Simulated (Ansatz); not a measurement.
**Au in Ansatz: the effect of functional**

The system is Au, a sheet with vacuum.

```
Au
1.0
     4.47444    0.00000    0.00000
    -2.23722    3.87498    0.00000
     0.00000    0.00000   23.80000
Au
2
Direct
  0.33333 0.66667 0.29412
  0.66667 0.33333 0.29412
```

The cell was built by a generator and needn't be a form met in nature.

Alike in all runs:

| Quantity | Value |
| --- | --- |
| Program | Ansatz 0.2.0 |
| Task | single point |
| Potentials or basis | all-electron LAPW, scalar-relativistic |
| Basis error allowed | 0.002 eV/atom |
| k mesh | 7 × 7 × 1 |
| Occupations | fermi-dirac, width 0.05 eV |
| Spin | no spin polarisation |

```tsv
functional	cutoff	gap on the mesh (eV)	work function (eV)
PBE	298 eV (chosen from the basis error)	?	?
LDA	297 eV (chosen from the basis error)	0.47	6.31
PBEsol	298 eV (chosen from the basis error)	0.45	6.01
```

Q: What does the run with functional PBE give?

A: gap on the mesh 0.42 eV; work function 5.86 eV.

Caveats: spin-orbit coupling is left out, which moves the levels of the heavy elements.

A k mesh can miss the band edges.
